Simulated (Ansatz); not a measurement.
# Cu2H3: from a guess to a relaxed structure

Aim: relax a trial structure of Cu2H3 and see where it ends.

Program: Ansatz 0.2.0. Level of theory: DFT PBE, scalar-relativistic, plane waves, PAW. These are calculated values, not measurements.

### Step 1. The system as given

It takes space group P6_3/m (No. 176, hexagonal). Conventional cell: a = 5.962 Å, b = 5.962 Å, c = 3.694 Å, α = 90.00°, β = 90.00°, γ = 120.00°. Cu (site symmetry -6) has 9 H at 2.33 to 2.44 Å as nearest neighbours. Around Cu (site symmetry -3) lie 2 Cu at 1.85 Å and 6 H at 2.30 Å. H (site symmetry m) has 5 Cu at 2.30 to 2.44 Å as nearest neighbours.

As a file:

```cif
data_structure
_symmetry_space_group_name_H-M 'P 1'
_symmetry_Int_Tables_number 1
_cell_length_a 5.9617
_cell_length_b 5.9617
_cell_length_c 3.6940
_cell_angle_alpha 90.000
_cell_angle_beta 90.000
_cell_angle_gamma 120.000
_cell_volume 113.70
loop_
_atom_site_label
_atom_site_type_symbol
_atom_site_fract_x
_atom_site_fract_y
_atom_site_fract_z
_atom_site_occupancy
Cu1 Cu 0.33333 0.66667 0.25000 1
Cu2 Cu 0.66667 0.33333 0.75000 1
Cu3 Cu 0.00000 0.00000 0.00000 1
Cu4 Cu 0.00000 0.00000 0.50000 1
H1 H 0.38637 0.08080 0.25000 1
H2 H 0.61363 0.91920 0.75000 1
H3 H 0.91920 0.30557 0.25000 1
H4 H 0.08080 0.69443 0.75000 1
H5 H 0.69443 0.61363 0.25000 1
H6 H 0.30557 0.38637 0.75000 1
```

Recipe of the guess: species swapped into a database cell of Tm3Ru2 (P6_3/m, No. 176), with H on the Tm sites and Cu on the Ru sites. Lengths come from tabulated atomic sizes and are only a guess.

### Step 2. A first look at the guess

File input.yaml:

```yaml
crystal:
  lattice:
    - [5.96166013, 0.0, 0.0]
    - [-2.98083007, 5.16294912, 0.0]
    - [0.0, 0.0, 3.69404979]
  atoms:
    - { symbol: Cu, position: [0.33333333, 0.66666667, 0.25] }
    - { symbol: Cu, position: [0.66666667, 0.33333333, 0.75] }
    - { symbol: Cu, position: [0.0, 0.0, 0.0] }
    - { symbol: Cu, position: [0.0, 0.0, 0.5] }
    - { symbol: H, position: [0.38636896, 0.08080297, 0.25] }
    - { symbol: H, position: [0.61363104, 0.91919703, 0.75] }
    - { symbol: H, position: [0.91919703, 0.30556599, 0.25] }
    - { symbol: H, position: [0.08080297, 0.69443401, 0.75] }
    - { symbol: H, position: [0.69443401, 0.61363104, 0.25] }
    - { symbol: H, position: [0.30556599, 0.38636896, 0.75] }
basis:
  ecutwfc: 420
kpoints:
  mp_grid: { grid: [3, 3, 6] }
hamiltonian:
  xc: pbe
scf:
  occupations: { method: gaussian, width: 0.1 }
  lower_state_search: "off"
output:
  forces: true
  stress: true
  eigenvalues: true
```

Command:

```sh
$ ansatz run input.yaml --threads 1 --pin off --max-ram 2560MiB --backend cpu --events-out ev --progress --plain --runs-dir out
```

Further runs follow: rough relaxation on the coarse mesh; another rough relaxation; final relaxation.

What does the calculation give? Wanted: conventional cell; volume; energy over the elements; gap on the mesh.

The runs gave:

| quantity | value |
| --- | --- |
| symmetry at the end (tolerance 0.05 Å) | space group P6_3/m (No. 176) |
| conventional cell | a = 4.501 Å, b = 4.501 Å, c = 4.776 Å, α = 90.00°, β = 90.00°, γ = 120.00° |
| volume | 8.38 Å³/atom |
| energy over the elements (uncorrected; H, N, O, F and Cl as molecules) | +0.32 eV/atom |
| gap on the mesh | none (metal) |

**Reading.** The space group P6_3/m (No. 176) is kept, and the volume per atom shrinks by 26.3 % from the first guess. With a positive formation energy it can't be a ground state. No finished test with a distortion of lower symmetry is shown, so the end may be a saddle point.
